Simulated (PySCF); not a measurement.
# Si2H7SN: magnetic properties

Programs: PySCF 2.14.0, with routines of our own; each step states its level. All values are computed. Atoms count from 0.

## 1. The system as given

11 atoms, charge 0, multiplicity 1; geometry from: GFN2-xTB.

## 2. Geometry optimisation at PBE0-D3(BJ)/def2-SVP

What the job is given:

```
{"job": {"xc": "PBE0", "basis": "def2-SVP", "d3": "d3bj", "grid": 1, "kind": "geom"}, "charge": 0, "multiplicity": 1}
Si    -1.705327     0.776041     0.457454
N     -0.093922     0.168477     0.695831
Si     0.810032    -0.843543    -0.364053
S      2.794893    -0.993834     0.448556
H     -1.726097     1.357320    -0.881537
H     -1.900282     1.763776     1.516285
H     -2.690578    -0.304617     0.550372
H      0.234859     0.197688     1.648898
H      0.881508    -0.197533    -1.666956
H      0.362728    -2.227931    -0.431719
H      3.037611     0.306826     0.495420
```

Launch:

```console
OMP_NUM_THREADS=1 python excited_run.py task.json out
```

The driver reads the jobs from task.json and runs them one after another.

**Question.** How long does this first job take on 1 thread of Intel Xeon Platinum 8259CL at 2.50GHz, shared host, and how much memory does it need?

About 90 s, with a peak of 0.54 GiB.
